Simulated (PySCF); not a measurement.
# UCISD/STO-3G run of BHBr (SMILES [BH]Br)

What is the vertical doublet–quartet gap of BHBr at UCISD/STO-3G? The job is set up through a Python script.

The calculation is run with PySCF 2.14.0.

19 further runs of the same task are left out: 8 that didn't finish, 11 set aside as unsound or not needed.

**1. Starting point**

BHBr has 3 atoms, charge 0, and is taken as a doublet. SMILES: `[BH]Br`. The coordinates come from a PBE0-D4/def2-TZVP relaxation.

Bond lengths: B1–Br2 1.868 Å, B1–H3 1.193 Å. Angles: Br2–B1–H3 123.6°.

**2. The energy at UCISD/STO-3G**

calc.py reads:

```python
from pyscf import gto, scf, ci

mol = gto.M(
    atom='''
B     -0.178579    -0.988327    -0.218641
Br     2.231767     1.064294     1.341328
H     -2.073785    -0.198421    -1.147631
''',
    max_memory=1860,
    basis='sto-3g',
    unit='bohr',
    verbose=3,
    spin=1,
)

hf = scf.UHF(mol)
hf.conv_tol = 1e-10
hf.kernel()
if not hf.converged:
    hf = hf.newton().run(hf.mo_coeff, hf.mo_occ)

cisd = ci.CISD(hf, frozen=10)
cisd.kernel()
energy = cisd.e_tot
print(f'total energy: {energy:.8f} hartree')
```

On the command line:

```sh
$ OMP_NUM_THREADS=1 python calc.py
```

Standard output:

```text
converged SCF energy = -2569.5617760797  <S^2> = 0.75357332  2S+1 = 2.0035701
E(UCISD) = -2569.607490123354  E_corr = -0.04571404365162311
total energy: -2569.60749012 hartree
```

Wall time 0.72 s (1 thread of Arm Neoverse V1, shared host); peak memory 0.1 GiB.

**3. The quartet**

calc.py reads:

```python
from pyscf import gto, ci

mol = gto.M(
    atom='''
B     -0.094500    -0.523000    -0.115700
Br     1.181000     0.563200     0.709800
H     -1.097400    -0.105000    -0.607300
''',
    basis='sto-3g',
    charge=0,
    verbose=4,
    spin=3,
    max_memory=1860,
)

mf = mol.UHF()
mf.conv_tol = 1e-10
mf.kernel()
if not mf.converged:
    mf = mf.newton().run(mf.mo_coeff, mf.mo_occ)

cisd = ci.CISD(mf, frozen=10)
cisd.kernel()
energy = cisd.e_tot
print(f'total energy: {energy:.8f} hartree')
```

On the command line:

```sh
$ OMP_NUM_THREADS=1 python calc.py
```

Standard output:

```text
PySCF version 2.14.0

[INPUT] num. atoms = 3
[INPUT] num. electrons = 41
[INPUT] charge = 0
[INPUT] spin (= nelec alpha-beta = 2S) = 3
[INPUT] symmetry False subgroup None
[INPUT] Mole.unit = angstrom
[INPUT] Symbol           X                Y                Z      unit          X                Y                Z       unit  Magmom
[INPUT]  1 B     -0.094500000000  -0.523000000000  -0.115700000000 AA   -0.178579118771  -0.988326763148  -0.218641312612 Bohr   0.0
[INPUT]  2 Br     1.181000000000   0.563200000000   0.709800000000 AA    2.231766553111   1.064293753355   1.341327603216 Bohr   0.0
[INPUT]  3 H     -1.097400000000  -0.105000000000  -0.607300000000 AA   -2.073785449098  -0.198421243079  -1.147630675448 Bohr   0.0

nuclear repulsion = 58.6237283812187
number of shells = 12
number of NR pGTOs = 72
number of NR cGTOs = 24
basis = sto-3g
ecp = {}

[... 20 lines left out ...]
WARN: HOMO 0.0407023193055075 >= LUMO -0.542124079207462
[... 70 lines left out ...]
converged SCF energy = -2569.3613354493  <S^2> = 3.7542989  2S+1 = 4.0021489
[... 1 line left out ...]
******** <class 'pyscf.ci.ucisd.UCISD'> ********
CISD nocc = (np.int64(12), np.int64(9)), nmo = (14, 14)
frozen orbitals 10
max_cycle = 50
direct = 0
conv_tol = 1e-09
max_cycle = 50
max_space = 12
lindep = 0
nroots = 1
Init t2, MP2 energy = -0.0186047824768659
UCISD converged
E(UCISD) = -2569.391015470047  E_corr = -0.02968002074244757
total energy: -2569.39101547 hartree
```

Run time: 0.85 s. Hardware: 1 thread of Arm Neoverse V1, shared host; peak memory 0.12 GiB.

**4. Outcome**

At UCISD/STO-3G, 10 core orbitals frozen:

```
                                                           quantity           value
                                              doublet: total energy  -2569.60749 Eh
                      doublet: dipole moment (Hartree–Fock density)          0.93 D
doublet: HOMO energy (Hartree–Fock orbitals) (highest over α and β)        -7.23 eV
 doublet: LUMO energy (Hartree–Fock orbitals) (lowest over α and β)         5.88 eV
              doublet: correlation energy (10 core orbitals frozen)       -45.7 mEh
                         doublet: ⟨S²⟩ of the reference determinant           0.754
                                              quartet: total energy  -2569.39102 Eh
                      quartet: dipole moment (Hartree–Fock density)          3.86 D
quartet: HOMO energy (Hartree–Fock orbitals) (highest over α and β)        -4.09 eV
 quartet: LUMO energy (Hartree–Fock orbitals) (lowest over α and β)        -0.26 eV
              quartet: correlation energy (10 core orbitals frozen)       -29.7 mEh
                         quartet: ⟨S²⟩ of the reference determinant           3.754
                   vertical energy of the quartet above the doublet        5.891 eV
```

What this shows: At this shape the quartet lies 5.89 eV (568 kJ/mol) above the doublet. In a minimal basis such a difference can be off by several eV, whatever the method. Mulliken charges (doublet) of the mean-field density run from -0.08 on Br2 to +0.14 on B1; they depend strongly on the basis.
